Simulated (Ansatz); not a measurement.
# CH₇ClSi₂: one species, many methods

One table from this session's results is given with a row withheld; the runs are named, their logs left out.

The runs use Ansatz 0.2.0, Gaussian basis; functionals in def2-TZVPP, the program's frozen cores in correlated methods.

Plan: PBE-D4, r2SCAN-D4, PBE0-D4, B3LYP-D4, ωB97X-V, ωB97M-V, B2PLYP; CCSD(T)/def2-TZVPP; MP2/def2-QZVPP; extrapolation to the limit.

## The geometry

An earlier PBE0-D4 in a triple-zeta def2 set relaxation fixed the geometry.

SMILES `[SiH3][SiH2]CCl`, 11 atoms, charge 0, spin multiplicity 1.

Atoms are counted from 1 here; the program's logs count them from 0.

Bond lengths: Si1–Si2 2.344 Å, Si1–H5 1.487 Å, Si1–H6 1.488 Å, Si1–H7 1.488 Å, Si2–C3 1.889 Å, Si2–H8 1.486 Å, Si2–H9 1.486 Å, C3–Cl4 1.786 Å, C3–H10 1.091 Å, C3–H11 1.091 Å. Angles: Si2–Si1–H5 110.4°, Si2–Si1–H6 110.3°, Si2–Si1–H7 110.3°, H5–Si1–H6 108.7°, H5–Si1–H7 108.7°, H6–Si1–H7 108.4°, Si1–Si2–C3 109.7°, Si1–Si2–H8 110.2°, Si1–Si2–H9 110.2°, C3–Si2–H8 108.8°, C3–Si2–H9 108.8°, H8–Si2–H9 109.1°, Si2–C3–Cl4 110.5°, Si2–C3–H10 111.6°, Si2–C3–H11 111.6°, Cl4–C3–H10 107.4°, Cl4–C3–H11 107.4°, H10–C3–H11 108.2°.

Set-up of the first run:

File in.yaml:

```yaml
crystal:
  periodic: [false, false, false]
  atoms:
    - {symbol: Si, position_ang: [0.018907, 1.877932, -0.014304]}
    - {symbol: Si, position_ang: [-0.728745, -0.331454, -0.247716]}
    - {symbol: C, position_ang: [0.650113, -1.526010, 0.240735]}
    - {symbol: Cl, position_ang: [0.101229, -3.216743, 0.069877]}
    - {symbol: H, position_ang: [-1.054637, 2.831487, -0.401930]}
    - {symbol: H, position_ang: [0.408594, 2.145359, 1.397134]}
    - {symbol: H, position_ang: [1.205176, 2.116130, -0.881258]}
    - {symbol: H, position_ang: [-1.904026, -0.570362, 0.630251]}
    - {symbol: H, position_ang: [-1.114585, -0.595491, -1.658607]}
    - {symbol: H, position_ang: [1.529660, -1.402928, -0.392158]}
    - {symbol: H, position_ang: [0.953814, -1.384819, 1.278577]}
basis:
  gaussian: {orbitals: def2-TZVPP}
hamiltonian: {xc: pbe, dispersion: d4}
output: {forces: true, orbitals: {seedname: orbitals}}
```

Launch:

```console
$ ansatz run in.yaml --threads 4 --pin off --events-out ev --progress --plain --max-ram 10444MiB
```

Steps of the session up to this table: PBE-D4 (GGA); r2SCAN-D4 (meta-GGA); PBE0-D4 (hybrid); B3LYP-D4 (hybrid); ωB97X-V (range-separated); ωB97M-V (range-separated); B2PLYP (double hybrid); CCSD(T) in def2-TZVPP; MP2 in def2-QZVPP.

One table of the session follows, with a row left open; its other results are not shown here.

```
            method  atomisation energy (eV)
            PBE-D4                   35.283
         r2SCAN-D4                   35.334
           PBE0-D4                   35.121
          B3LYP-D4                   35.224
           ωB97X-V                   35.574
           ωB97M-V                   35.352
            B2PLYP                   34.743
     HF/def2-TZVPP                   26.683
    MP2/def2-TZVPP                   34.370
   CCSD/def2-TZVPP                   34.058
CCSD(T)/def2-TZVPP                        ?
           MP2/CBS                   35.274
       CCSD(T)/CBS                   35.345
```

Estimate the missing values for CCSD(T)/def2-TZVPP.

The run gave: atomisation energy (eV): 34.441. In the column «atomisation energy (eV)» it lies between MP2/def2-TZVPP (34.370) and B2PLYP (34.743).

To keep in mind: Free atoms (2 Si, 1 C, 1 Cl, 7 H) were run apart at each level; the atomisation energy is their sum less the molecule, without zero-point or spin-orbit terms.
